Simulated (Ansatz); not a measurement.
**C₂H₃NSi (SMILES CC1=[Si]=N1): single points off equilibrium**

The atoms stand at a frame of a short trajectory. How far do the functionals agree with CCSD(T) there?

Program: Ansatz 0.2.0, Gaussian basis. Level of theory: single points in def2-TZVPP. These are calculated values, not measurements.

Cores are frozen in the correlated methods.

## (1) The starting structure

SMILES `CC1=[Si]=N1`, 7 atoms, charge 0, spin multiplicity 1.

Atoms are counted from 1 here; the program's logs count them from 0.

Bond lengths: C1–C2 1.465 Å, C1–H5 1.140 Å, C1–H6 1.077 Å, C1–H7 1.134 Å, C2–Si3 1.853 Å, C2–N4 1.273 Å, Si3–N4 1.836 Å. Angles: C2–C1–H5 105.8°, C2–C1–H6 107.3°, C2–C1–H7 108.2°, H5–C1–H6 105.6°, H5–C1–H7 113.6°, H6–C1–H7 115.8°, C1–C2–Si3 159.9°, C1–C2–N4 131.0°, Si3–C2–N4 69.1°, C2–Si3–N4 40.4°, C2–N4–Si3 70.6°.

Coordinates:

```xyz
7

C    -0.22360    0.78673   -0.15449
C     0.11218   -0.62246    0.06314
Si    0.07103   -2.46756   -0.10718
N     0.95741   -1.16952    0.84143
H     0.48626    1.38145    0.51119
H     0.05552    1.03031   -1.16626
H    -1.31782    0.93413    0.10406
```

## (2) PBE-D4/def2-TZVPP

Contents of run/in.yaml:

```yaml
crystal:
  periodic: [false, false, false]
  atoms:
    - {symbol: C, position_ang: [-0.223600, 0.786728, -0.154488]}
    - {symbol: C, position_ang: [0.112184, -0.622462, 0.063138]}
    - {symbol: Si, position_ang: [0.071034, -2.467558, -0.107180]}
    - {symbol: N, position_ang: [0.957408, -1.169516, 0.841430]}
    - {symbol: H, position_ang: [0.486258, 1.381448, 0.511191]}
    - {symbol: H, position_ang: [0.055516, 1.030312, -1.166257]}
    - {symbol: H, position_ang: [-1.317818, 0.934130, 0.104061]}
basis:
  gaussian: {orbitals: def2-TZVPP}
hamiltonian: {xc: pbe, dispersion: d4}
output: {forces: true}
```

Launch:

```
$ ansatz run in.yaml --threads 2 --pin off --events-out ev --progress --plain --max-ram 3481MiB
```

## (3) r2SCAN-D4/def2-TZVPP

run/in.yaml: that of step 2 with these lines changed.

```diff
@@ -12,3 +12,3 @@
   gaussian: {orbitals: def2-TZVPP}
-hamiltonian: {xc: pbe, dispersion: d4}
+hamiltonian: {xc: r2scan, dispersion: d4}
 output: {forces: true}
```

## (4) PBE0-D4/def2-TZVPP

run/in.yaml: that of step 3 with these lines changed.

```diff
@@ -12,3 +12,3 @@
   gaussian: {orbitals: def2-TZVPP}
-hamiltonian: {xc: r2scan, dispersion: d4}
-output: {forces: true}
+hamiltonian: {xc: pbe0, dispersion: d4}
+output: {forces: true, orbitals: {seedname: orbitals}}
```

## (5) wB97M-V/def2-TZVPP

run/in.yaml: that of step 4 with these lines changed.

```diff
@@ -12,3 +12,3 @@
   gaussian: {orbitals: def2-TZVPP}
-hamiltonian: {xc: pbe0, dispersion: d4}
-output: {forces: true, orbitals: {seedname: orbitals}}
+hamiltonian: {xc: {name: wB97M-V}}
+output: {forces: true}
```

## (6) CCSD(T)/def2-TZVPP

run/in.yaml: that of step 5 with these lines changed.

```diff
@@ -12,3 +12,3 @@
   gaussian: {orbitals: def2-TZVPP}
-hamiltonian: {xc: {name: wB97M-V}}
+correlation: {method: ccsd_t}
 output: {forces: true}
```

(Steps that only read results are left out.)

**Question.** What will these runs give? Wanted: energy less free atoms, CCSD(T)/def2-TZVPP; RMS force component; RMS force error; HOMO and LUMO, PBE0-D4; T1 diagnostic.

**Answer**, as computed:

```
                                  quantity                                                             value
energy less free atoms, CCSD(T)/def2-TZVPP                                                    -2678.3 kJ/mol
                       RMS force component                              0.732 to 0.825 eV/Å over the methods
                           RMS force error  PBE-D4 0.179, r2SCAN-D4 0.169, PBE0-D4 0.270, wB97M-V 0.285 eV/Å
                    HOMO and LUMO, PBE0-D4                                                -6.22 and -2.07 eV
                             T1 diagnostic                                                             0.016
```

**Reading.** Against CCSD(T) the functionals' energies less atoms differ by -207.2 to -94.8 kJ/mol, PBE-D4 by -207.2 kJ/mol. CCSD(T) in triple zeta still lacks some correlation energy of the bonds, so part of these gaps is its own basis error and they don't rank the functionals. For forces r2SCAN-D4 does best and wB97M-V worst. Frozen-core CCSD(T) forces in triple zeta carry basis errors of their own, and this is one geometry, so small gaps rank nothing.
